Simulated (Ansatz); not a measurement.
**SVWN5/cc-pVDZ run of CH4F2Si (SMILES C[SiH](F)F)**

What is the energy change on altering one bond length of CH4F2Si at SVWN5/cc-pVDZ? 

The results are computed with Ansatz 0.2.0.

61 further runs of the same task are left out: 1 that didn't finish, 60 set aside as unsound or not needed.

## (1) Starting point

CH4F2Si has 8 atoms, charge 0, and is taken as a singlet. As SMILES, `C[SiH](F)F`. The shape is that of a PBE0-D4/def2-TZVP optimisation.

Bond lengths: C1–Si2 1.840 Å, Si2–F3 1.591 Å, Si2–F4 1.591 Å, C1–H5 1.092 Å, C1–H6 1.093 Å, C1–H7 1.093 Å, Si2–H8 1.477 Å. Some angles: C1–Si2–F3 109.8°, C1–Si2–F4 109.8°, F3–Si2–F4 106.8°, C1–Si2–H8 114.8°, F3–Si2–H8 107.6°, F4–Si2–H8 107.6°, Si2–C1–H5 110.7°, Si2–C1–H6 110.6°, Si2–C1–H7 110.6°, H5–C1–H6 108.3°.

## (2) A single-point energy at SVWN5/cc-pVDZ

File in.yaml:

```yaml
crystal:
  periodic: [false, false, false]
  atoms:
    - {symbol: C, position_ang: [-0.387100, 0.881700, -0.174700]}
    - {symbol: Si, position_ang: [0.329300, -0.775200, 0.180600]}
    - {symbol: F, position_ang: [1.916300, -0.678300, 0.226700]}
    - {symbol: F, position_ang: [-0.035400, -1.783900, -0.994000]}
    - {symbol: H, position_ang: [-0.013400, 1.269000, -1.125400]}
    - {symbol: H, position_ang: [-0.122700, 1.591000, 0.613300]}
    - {symbol: H, position_ang: [-1.476800, 0.824400, -0.231400]}
    - {symbol: H, position_ang: [-0.118100, -1.385700, 1.449000]}
basis:
  gaussian: {orbitals: cc-pVDZ}
hamiltonian: {xc: {name: SVWN5}}
accuracy: high
output: {orbitals: {seedname: orbitals}}
```

Started as:

```console
ansatz run in.yaml --threads 1 --pin off --max-ram 3480MiB --events-out events.jsonl --progress --plain --runs-dir runs
```

Log:

```text
Warning: RAYON_NUM_THREADS=1 ignored (pool sized by the plan → 1); use --threads N
Functional definition: SVWN5
  name "SVWN5"
  exchange = slater_x
  correlation = vwn5_c
1820 factors; integrals over basis functions are off by at most 3.9e-9 eV
mean field evaluation 1: about -14331.8299 eV, gradient 6.3e1 eV
mean field evaluation 2: about -14320.5687 eV, gradient 9.3e1 eV
mean field evaluation 4: about -14340.1269 eV, gradient 6.3e0 eV
mean field evaluation 8: about -14340.2036 eV, gradient 8.9e-2 eV
mean field evaluation 16: about -14340.2036 eV, gradient 1.4e-5 eV
mean field -14340.20364181 eV, -526.9927636974 hartree, gradient 7.2e-8 eV, S^2 0.000000; 0 other end points of the search recorded, 0 dependent functions left out
reference -14340.20364489 eV, -526.9927638104 hartree; 21, 21 occupied and 59, 59 virtual orbitals, 1820 factors
Total energy: -14340.20364489 eV, -526.9927638104 hartree
```

Wall time 4.2 s (1 thread of Arm Neoverse V1, shared host); peak memory 0.2 GiB.

## (3) The distorted shape, same level

File job.yaml:

```yaml
basis:
  gaussian:
    orbitals: cc-pVDZ
crystal:
  periodic: [false, false, false]
  atoms:
    - {symbol: C, position_ang: [-0.602015, 1.378759, -0.281288]}
    - {symbol: Si, position_ang: [0.329300, -0.775200, 0.180600]}
    - {symbol: F, position_ang: [1.916300, -0.678300, 0.226700]}
    - {symbol: F, position_ang: [-0.035400, -1.783900, -0.994000]}
    - {symbol: H, position_ang: [-0.228315, 1.766059, -1.231988]}
    - {symbol: H, position_ang: [-0.337615, 2.088059, 0.506712]}
    - {symbol: H, position_ang: [-1.691715, 1.321459, -0.337988]}
    - {symbol: H, position_ang: [-0.118100, -1.385700, 1.449000]}
total_charge: 0
hamiltonian:
  xc: {name: SVWN5}
accuracy: high
output: {orbitals: {seedname: orbitals}}
```

Started as:

```console
ansatz run job.yaml --threads 1 --pin off --max-ram 3480MiB --events-out events.jsonl --progress --plain --runs-dir runs
```

Log:

```text
Warning: RAYON_NUM_THREADS=1 ignored (pool sized by the plan → 1); use --threads N
Functional definition: SVWN5
  name "SVWN5"
  exchange = slater_x
  correlation = vwn5_c
1800 factors; integrals over basis functions are off by at most 3.5e-9 eV
mean field evaluation 1: about -14329.1555 eV, gradient 6.5e1 eV
mean field evaluation 2: about -14307.8682 eV, gradient 1.0e2 eV
mean field evaluation 4: about -14338.7346 eV, gradient 4.3e0 eV
mean field evaluation 8: about -14338.7760 eV, gradient 2.5e-1 eV
mean field evaluation 16: about -14338.7762 eV, gradient 2.2e-5 eV
mean field -14338.77619069 eV, -526.9403058363 hartree, gradient 7.9e-8 eV, S^2 0.000000; 0 other end points of the search recorded, 0 dependent functions left out
reference -14338.77619388 eV, -526.9403059534 hartree; 21, 21 occupied and 59, 59 virtual orbitals, 1800 factors
Total energy: -14338.77619388 eV, -526.9403059534 hartree
```

Run time: 3.9 s. Hardware: 1 thread of Arm Neoverse V1, shared host; peak memory 0.19 GiB.

## (4) What came out

At SVWN5/cc-pVDZ:

| quantity | value |
| --- | --- |
| first shape: total energy | -526.99276 Eh |
| first shape: HOMO energy | -7.77 eV |
| first shape: LUMO energy | 0.44 eV |
| first shape: HOMO–LUMO gap | 8.20 eV |
| distorted shape: total energy | -526.94031 Eh |
| distorted shape: HOMO energy | -7.02 eV |
| distorted shape: LUMO energy | -1.06 eV |
| distorted shape: HOMO–LUMO gap | 5.97 eV |
| energy change with the C1–Si2 bond stretched from 1.840 to 2.392 Å | 1.427 eV |

In words: With the C1–Si2 bond stretched from 1.840 to 2.392 Å the energy rises by 1.43 eV (33 kcal/mol). The first shape isn't relaxed at this level, so the change isn't measured from a minimum.
